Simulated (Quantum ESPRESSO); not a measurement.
Runs of Quantum ESPRESSO 7.5 on GeCN2. Symmetry: R-3m, No. 166, trigonal system. The conventional cell has a = 3.588 Å, b = 3.588 Å, c = 14.766 Å, α = 90.00°, β = 90.00°, γ = 120.00°. Around Ge (site symmetry -3m) lie 6 N at 2.40 Å. N (site symmetry 3m) has 1 C at 1.24 Å as nearest neighbours. C (site symmetry -3m) has 2 N at 1.24 Å as nearest neighbours. The cell comes from a database or a generator and needn't be the stable form of this composition.

```csv
task,level,potentials or basis,cutoff (eV),gap on the mesh (eV),pressure (GPa),V0 of scaled cells (Å³/atom),B0 (GPa),largest force (eV/Å)
equation of state,PBEsol,GBRV 1.5 PBEsol,612,-,-,13.41,(a),-
band structure,PBE,SSSP 1.3 efficiency PBE,816,1.12,-0.3,-,-,0.03
equation of state,PBE,SSSP 1.3 efficiency PBE,816,-,-,13.71,131,-
single point,PBE,SSSP 1.3 efficiency PBE,816,1.12,-0.3,-,-,0.03
```

Alike in all rows: no spin polarisation; cell as given; k mesh 9 × 9 × 9; smearing fermi-dirac 0.05 eV.

Task: Fill in the values left out.

Result: (a) 138.

Caveats: the cell was scaled at fixed shape and fractional positions, which overstates the stiffness of a crystal with free parameters, most of all of layers and chains (some runs); an odd mesh through Γ misses points on the zone boundary, where band edges often lie (some runs).

A k mesh can miss the band edges, and the runs leave out spin-orbit coupling on Ge.
